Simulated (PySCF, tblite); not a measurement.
# CH₈GeN₂OSi: geometry, infrared bands and NMR shifts

What infrared bands and NMR shifts should CH₈GeN₂OSi (`O=C[NH][GeH2][NH][SiH3]`) show?

Computed with tblite 0.8.0 and PySCF 2.14.0, with density-fitted response routines of our own, on a single molecule in the gas phase. Atoms count from 0, in the outputs and in this text.

## (1) The starting structure

14 atoms, charge 0, multiplicity 1; geometry from: force field or distance geometry start.

Bonds of the start (Å): O0–C1 1.27, C1–N2 1.42, N2–Ge3 1.86, Ge3–N4 1.87, N4–Si5 1.80, C1–H6 1.08, N2–H7 1.04, Ge3–H8 1.57, Ge3–H9 1.55, N4–H10 1.04, Si5–H11 1.47, Si5–H12 1.48, Si5–H13 1.47.

## (2) Relaxing the molecule with GFN2-xTB

Job settings and geometry (Å):

```
{"job": {"kind": "relax", "xc": "GFN2-xTB", "basis": "xTB"}, "charge": 0, "multiplicity": 1}
O      1.937000     0.987900     1.588500
C      2.165700     0.995700     0.343700
N      1.551500     0.044700    -0.512200
Ge     0.326200    -1.215400     0.108800
N     -1.108000    -0.366300     0.955100
Si    -1.968500     0.578300    -0.312400
H      2.863800     1.719100    -0.056900
H      1.761200     0.077900    -1.532700
H      1.041500    -2.144400     1.145500
H     -0.192300    -2.083900    -1.061000
H     -1.766800    -1.114700     1.260600
H     -1.069900     1.607900    -0.849400
H     -3.146000     1.228400     0.296200
H     -2.396200    -0.315800    -1.395900
```

On the command line:

```sh
$ OMP_NUM_THREADS=1 python probes_run.py task.json out
```

This one command runs all jobs of the session in turn.

**Question.** This job is followed by: GFN2-xTB harmonic vibrations, gas phase; GIAO PBE0/pcSseg-1 NMR shielding, non-relativistic, gas phase. Predict these results of the whole session: strongest single infrared mode (GFN2-xTB); zero-point energy (GFN2-xTB); ¹³C shifts against TMS (PBE0/pcSseg-1); ¹H shifts against TMS (PBE0/pcSseg-1, means over atoms taken as alike); ¹⁷O shifts against H2O (PBE0/pcSseg-1); ¹⁵N shifts against NH3 (PBE0/pcSseg-1); ⁷³Ge shifts against GeMe4 (PBE0/pcSseg-1); ²⁹Si shifts against TMS (PBE0/pcSseg-1).

As calculated:

| quantity | value |
| --- | --- |
| strongest single infrared mode (GFN2-xTB) | 1712 cm⁻¹, 418 km/mol |
| zero-point energy (GFN2-xTB) | 55.4 kcal/mol |
| ¹³C shifts against TMS (PBE0/pcSseg-1) | 169.0 ppm |
| ¹H shifts against TMS (PBE0/pcSseg-1, means over atoms taken as alike) | 8.56, 4.98, 4.79, 4.76, 0.67 ppm |
| ¹⁷O shifts against H2O (PBE0/pcSseg-1) | 433.7 ppm |
| ¹⁵N shifts against NH3 (PBE0/pcSseg-1) | 140.1, 15.1 ppm |
| ⁷³Ge shifts against GeMe4 (PBE0/pcSseg-1) | -76 ppm |
| ²⁹Si shifts against TMS (PBE0/pcSseg-1) | -54.5 ppm |

In words: Relaxing lowered the energy by 0.881 eV in 94 steps; the close pair that moved most is C1–N2, from 1.419 to 1.334 Å. All 36 modes are real, so the xTB geometry is a minimum. The strongest single mode, at 1712 cm⁻¹, moves mainly C1 and O0. Unscaled tight-binding wavenumbers are off by several per cent, some by more. Its intensities can rank the bands wrongly. At PBE0/pcSseg-1: The largest span, 646 ppm, is at O0, where the paramagnetic term is -502 ppm. Spin-orbit coupling is left out, which matters for shieldings and couplings at and beside the heavy atoms.
